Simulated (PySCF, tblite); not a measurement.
# C₄H₉SeSi radical: geometry, infrared bands and EPR parameters

Wanted: the infrared bands and EPR parameters of C₄H₉SeSi radical (`[SeH][SiH2]C1C[CH]C1`), by calculation.

The runs use tblite 0.8.0 and PySCF 2.14.0, with density-fitted response routines of our own; the level of theory stands in each step. All values are computed, except where a source is named. Atoms are numbered from 0 throughout.

**1. The starting structure**

15 atoms, charge 0, multiplicity 2; geometry from: force field or distance geometry start.

Bonds of the start (Å): Se0–Si1 2.29, Si1–C2 1.86, C2–C3 1.53, C3–C4 1.53, C4–C5 1.51, C5–C2 1.53, Se0–H6 1.54, Si1–H7 1.48, Si1–H8 1.48, C2–H9 1.11, C3–H10 1.10, C3–H11 1.12, C4–H12 1.11, C5–H13 1.11, C5–H14 1.11.

**2. Optimising the geometry with GFN2-xTB**

The job: settings as JSON, then the geometry in Å.

```
{"job": {"kind": "relax", "xc": "GFN2-xTB", "basis": "xTB"}, "charge": 0, "multiplicity": 2}
Se     3.270100     0.295800     0.186500
Si     1.209600    -0.060300     1.114300
C     -0.112000     0.671700     0.024300
C     -0.356000    -0.096100    -1.276600
C     -1.770800    -0.439200    -0.807600
C     -1.544300     0.343800     0.468000
H      2.860000    -0.510400    -1.056700
H      1.168000     0.580700     2.450400
H      0.993800    -1.513800     1.271800
H      0.018300     1.761900    -0.156100
H     -0.363600     0.553600    -2.164400
H      0.274300    -1.013700    -1.386700
H     -1.861400    -1.523000    -0.583900
H     -2.182700     1.245400     0.515200
H     -1.607700    -0.288400     1.379500
```

The run is started by

```
OMP_NUM_THREADS=1 python probes_run.py task.json out
```

The driver reads the jobs from task.json and runs them one after another.

Standard output:

```text
step      E/eV     max force
  0    -488.68470    2.651
  1    -488.87695    1.522
  2    -489.00210    0.829
  3    -489.03456    0.690
  4    -489.08148    0.530
  5    -489.10318    0.383
  6    -489.12248    0.371
  7    -489.13561    0.322
  8    -489.14692    0.269
  9    -489.15683    0.243
 10    -489.16809    0.235
 11    -489.17779    0.216
 12    -489.18445    0.215
 13    -489.18901    0.170
 14    -489.19189    0.124
 15    -489.19351    0.102
 16    -489.19452    0.077
 17    -489.19526    0.070
 18    -489.19580    0.054
 19    -489.19620    0.057
 20    -489.19660    0.064
 21    -489.19706    0.081
 22    -489.19758    0.098
 23    -489.19811    0.072
 24    -489.19859    0.069
 25    -489.19912    0.069
 26    -489.19977    0.106
 27    -489.20051    0.127
 28    -489.20121    0.103
 29    -489.20174    0.049
 30    -489.20211    0.066
 31    -489.20242    0.071
 32    -489.20276    0.066
 33    -489.20312    0.049
 34    -489.20345    0.044
 35    -489.20370    0.047
 36    -489.20394    0.064
 37    -489.20432    0.080
 38    -489.20494    0.085
 39    -489.20577    0.073
 40    -489.20648    0.064
 41    -489.20704    0.066
 42    -489.20768    0.077
 43    -489.20850    0.105
 44    -489.20938    0.094
 45    -489.21017    0.076
 46    -489.21072    0.072
 47    -489.21105    0.065
 48    -489.21139    0.050
 49    -489.21177    0.035
 50    -489.21212    0.045
 51    -489.21236    0.036
 52    -489.21258    0.070
 53    -489.21274    0.028
 54    -489.21286    0.033
 55    -489.21304    0.033
 56    -489.21317    0.032
 57    -489.21332    0.031
 58    -489.21344    0.029
 59    -489.21359    0.040
 60    -489.21379    0.054
 61    -489.21402    0.051
 62    -489.21424    0.043
 63    -489.21442    0.042
 64    -489.21458    0.036
 65    -489.21474    0.046
 66    -489.21488    0.035
 67    -489.21500    0.025
 68    -489.21511    0.029
 69    -489.21523    0.031
 70    -489.21532    0.022
 71    -489.21537    0.015
 72    -489.21541    0.012
 73    -489.21544    0.015
 74    -489.21546    0.010
 75    -489.21548    0.010
```

Wall time 0.31 s (1 thread of AMD EPYC 9R45, shared host); peak memory 0.18 GiB.

The steps of the relaxation: (not every step is listed)

```tsv
step	energy from step 0 (eV)	largest force (eV/Å)
0	0.0000	2.6505
1	-0.1923	1.5217
2	-0.3174	0.8290
3	-0.3499	0.6902
4	-0.3968	0.5297
5	-0.4185	0.3832
6	-0.4378	0.3706
7	-0.4509	0.3224
8	-0.4622	0.2690
14	-0.5072	0.1241
20	-0.5119	0.0639
26	-0.5151	0.1057
32	-0.5181	0.0659
38	-0.5202	0.0852
44	-0.5247	0.0941
50	-0.5274	0.0450
56	-0.5285	0.0322
62	-0.5295	0.0428
68	-0.5304	0.0287
70	-0.5306	0.0220
71	-0.5307	0.0153
72	-0.5307	0.0124
73	-0.5307	0.0150
74	-0.5308	0.0100
75	-0.5308	0.0097
```

Close pairs (by a distance rule), those that changed most:

```tsv
bond	before (Å)	after (Å)	change (Å)
Se0–H6	1.537	1.434	-0.103
C3–C4	1.529	1.480	-0.050
C4–H12	1.110	1.071	-0.039
C4–C5	1.514	1.480	-0.034
Si1–C2	1.863	1.894	+0.031
Si1–H7	1.482	1.460	-0.023
C2–H9	1.113	1.091	-0.021
C3–H11	1.119	1.099	-0.020
```

The end geometry stands in the next job.

**3. Harmonic vibrations with GFN2-xTB**

The job: settings as JSON, then the geometry in Å.

```
{"job": {"kind": "ir", "xc": "GFN2-xTB", "basis": "xTB"}, "charge": 0, "multiplicity": 2}
Se     3.291442     0.150324     0.177626
Si     1.254618    -0.053037     1.210962
C     -0.091625     0.604438     0.051698
C     -0.321736    -0.221522    -1.236696
C     -1.690642    -0.507384    -0.752496
C     -1.537835     0.281961     0.489779
H      2.810042    -0.068272    -1.155454
H      1.370778     0.735676     2.433549
H      1.037170    -1.472646     1.494087
H      0.054900     1.665932    -0.154418
H     -0.259021     0.353218    -2.167579
H      0.324281    -1.101206    -1.361804
H     -2.418733    -1.233018    -1.054423
H     -2.191435     1.156338     0.579116
H     -1.636618    -0.282813     1.424139
```

Standard output:

```text
mode    cm-1     km/mol
  1      39.1      1.84
  2      71.9      9.94
  3      81.5      1.86
  4     103.6      8.84
  5     206.8     33.18
  6     230.3      2.70
  7     276.8      2.69
  8     384.4     41.53
  9     456.2     54.78
 10     543.8     13.74
 11     586.3     60.08
 12     646.7     24.66
 13     702.4    405.41
 14     757.9    239.75
 15     797.4      7.13
 16     808.4     17.76
 17     961.4      6.63
 18     971.5      1.51
 19    1010.4      2.79
 20    1016.3     14.23
 21    1034.2      5.22
 22    1038.6     10.24
 23    1132.9      5.76
 24    1193.9      4.20
 25    1217.3      1.72
 26    1228.9     14.18
 27    1257.6      1.67
 28    1261.0      4.92
 29    1448.8      3.52
 30    1461.1      1.47
 31    2091.7    330.87
 32    2252.7    246.12
 33    2291.3    250.13
 34    2842.1     47.57
 35    2864.1     30.21
 36    2904.0     35.30
 37    2915.0     42.61
 38    2961.0     38.57
 39    3146.0     68.42
```

Wall time 0.31 s (1 thread of AMD EPYC 9R45, shared host); peak memory 0.18 GiB.

The strongest bands and the atoms that carry them (share of the mass-weighted mode):

```tsv
cm⁻¹	km/mol	atoms
456	54.8	H7 33 %, H8 28 %, Si1 22 %
586	60.1	H6 50 %, H8 30 %
702	405.4	H7 37 %, H8 33 %, H6 13 %, Si1 13 %
758	239.8	H7 48 %, H8 47 %
2092	330.9	H6 99 %
2253	246.1	H8 96 %
2291	250.1	H7 96 %
3146	68.4	H12 92 %
```

**4. EPR parameters: B3LYP/def2-TZVP-core+pcH-1**

Same as in step 3 but for these lines:

```diff
@@ -1,2 +1,2 @@
-{"job": {"kind": "ir", "xc": "GFN2-xTB", "basis": "xTB"}, "charge": 0, "multiplicity": 2}
+{"job": {"kind": "epr", "basis": "pcH-1"}, "charge": 0, "multiplicity": 2}
 Se     3.291442     0.150324     0.177626
```

With the program's defaults for keys left out, this is: UKS B3LYP, def2-TZVP-core on Se, pcH-1 on C H Si, non-relativistic, mean-field spin-orbit, GIAO.

Standard output:

```text
UKS, coarse grid
  cycle   1  E = -2848.82862874  |g| = 1.46e+00
  cycle   2  E = -2848.81905156  |g| = 5.89e-01
  cycle   3  E = -2848.85151451  |g| = 3.50e-01
  cycle   4  E = -2848.89757128  |g| = 6.98e-02
  cycle   5  E = -2848.89984219  |g| = 1.13e-02
  cycle   6  E = -2848.89989817  |g| = 4.84e-03
  cycle   7  E = -2848.89990905  |g| = 1.06e-03
  cycle   8  E = -2848.89991088  |g| = 6.01e-04
UKS, final grid
  cycle   1  E = -2848.89992247  |g| = 3.79e-04
  cycle   2  E = -2848.89992247  |g| = 4.26e-04
  cycle   3  E = -2848.89992254  |g| = 4.66e-05
  cycle   4  E = -2848.89992254  |g| = 3.19e-05
  cycle   5  E = -2848.89992254  |g| = 1.09e-05
E = -2848.89992254 Eh   <S^2> = 0.7542 (exact 0.7500)
g shifts (ppm)      1          2          3
  rmc          -135       -135       -135
  gc             11         16         12
  oz_so         333        699       1207
  total         209        580       1085
hyperfine (MHz)  atom isotope    a_iso     a_fc   dipolar eigenvalues
    0  77Se      -0.01       0.01     -0.54     -0.34      0.87
    1  29Si       3.56       3.56     -0.40     -0.01      0.41
    2   13C       6.64       6.64     -1.59     -1.23      2.82
    3   13C     -35.61     -35.62     -2.73      0.23      2.50
    4   13C     103.80     103.89    -80.82    -79.48    160.29
    5   13C     -35.51     -35.52     -2.69      0.17      2.52
    6    1H      -0.05      -0.05     -0.91     -0.86      1.77
    7    1H      -0.29      -0.29     -0.78     -0.70      1.49
    8    1H       0.36       0.36     -1.60     -1.30      2.90
    9    1H      -3.99      -3.99     -2.69     -2.45      5.14
   10    1H     125.29     125.28     -4.83     -4.10      8.94
   11    1H     111.87     111.87     -4.51     -3.34      7.85
   12    1H     -60.42     -60.44    -38.08     -0.47     38.56
   13    1H     124.76     124.76     -4.83     -4.08      8.91
   14    1H     110.30     110.30     -4.41     -3.40      7.82
```

Wall time 86 s (1 thread of AMD EPYC 9R45, shared host); peak memory 1.3 GiB.

Principal g values 2.00253, 2.00290, 2.00340; g(iso) = 2.00294, against 2.00232 for a free electron.

Hyperfine couplings; where a row names several nuclei, a(iso) is their mean (it holds for fast rotation or exchange) and the dipolar term the largest among them:

```tsv
nuclei	isotope	a(iso) (MHz)	a(iso) (G, at g = 2.0023)	largest dipolar term (MHz)
H10, H13	1H	125.0	44.6	8.9
H11, H14	1H	111.1	39.6	7.8
C4	13C	103.8	37.0	160.3
H12	1H	-60.4	-21.6	38.6
C3, C5	13C	-35.6	-12.7	-2.7
C2	13C	6.6	2.4	2.8
H9	1H	-4.0	-1.4	5.1
Si1	29Si	3.6	1.3	0.4
H6	1H	0.0	0.0	1.8
H7, H8	1H	0.0	0.0	2.9
Se0	77Se	0.0	0.0	0.9
```

Mulliken spin populations:

Se0 0.00; Si1 0.00; C2 0.01; C3 -0.09; C4 1.01; C5 -0.09; H6 0.00; H7 0.00; H8 0.00; H9 0.00; H10 0.05; H11 0.05; H12 -0.04; H13 0.05; H14 0.05

In first order the couplings over 0.8 MHz of 1H give 36 distinct lines over 191.5 G, if the averaged nuclei exchange fast.

The fields below are evaluated on a grid from the run's orbitals.

ELF in a plane through or near 6 of the atoms.

Ten even steps from '0' (0.00) to '9' (1.00):
```
0000000000000000000000000000
0000000000000000000000000000
0000000035410000000000000000
0000000699971000000000000000
0000003999994000321000000000
0000002999994003773000000000
0000000499862105885200000000
0000000241214425766310000000
0014555660627867155310000000
0147742585149756588510000000
0268646356335784344753100000
0268726243101674864874100000
0146655898102527676653100000
0013347999202566532221000000
0000016999000246510000000000
0000002784000013300000000000
0000000000000000000000000000
0000000000000000000000000000
0000000000000000000000000000
0000000000000000000000000000
```
The map spans 11.7 Å across and 9.6 Å up, centred on the molecule. Atoms in the plane (x, y in Å): Se0 (-3.3, -0.4), Si1 (-1.5, 0.9), C3 (0.6, -1.2), C5 (1.4, 0.8), H6 (-2.5, -1.7), H7 (-1.8, 2.2).

On the surface of density 0.002 e/bohr³ the electrostatic potential runs, from the 1st to the 99th percentile, from -0.83 V near Se0 to 1.03 V near H14.

The spin density lies nearest to C4 64 %; H12 10 %.

**5. What came out**

| quantity | value |
| --- | --- |
| strongest single infrared mode (GFN2-xTB) | 702 cm⁻¹, 405 km/mol |
| zero-point energy (GFN2-xTB) | 67.5 kcal/mol |
| g(iso) (B3LYP) | 2.00294 |
| ⟨S²⟩ | 0.754 (exact 0.75) |
| largest a(iso) (averaged by class) | 1H on H10, H13, 125.0 MHz |
| surface potential, 1st and 99th percentile | -0.83 V and 1.03 V |

In words: Over 75 steps the energy fell by 0.531 eV; of the close pairs, Se0–H6 changed most, 1.537 to 1.434 Å. No mode is imaginary among the 39: a minimum at this level. The strongest single mode, at 702 cm⁻¹, is carried by H7, H8, H6, Si1. Unscaled tight-binding wavenumbers are off by several per cent, some by more. Its intensities can rank the bands wrongly. C4 carries the largest spin population, 1.01 e. The isotropic g lies 0.6 ppt above the free-electron value. The hyperfine terms hold no scalar relativity, which the heavier nuclei need.
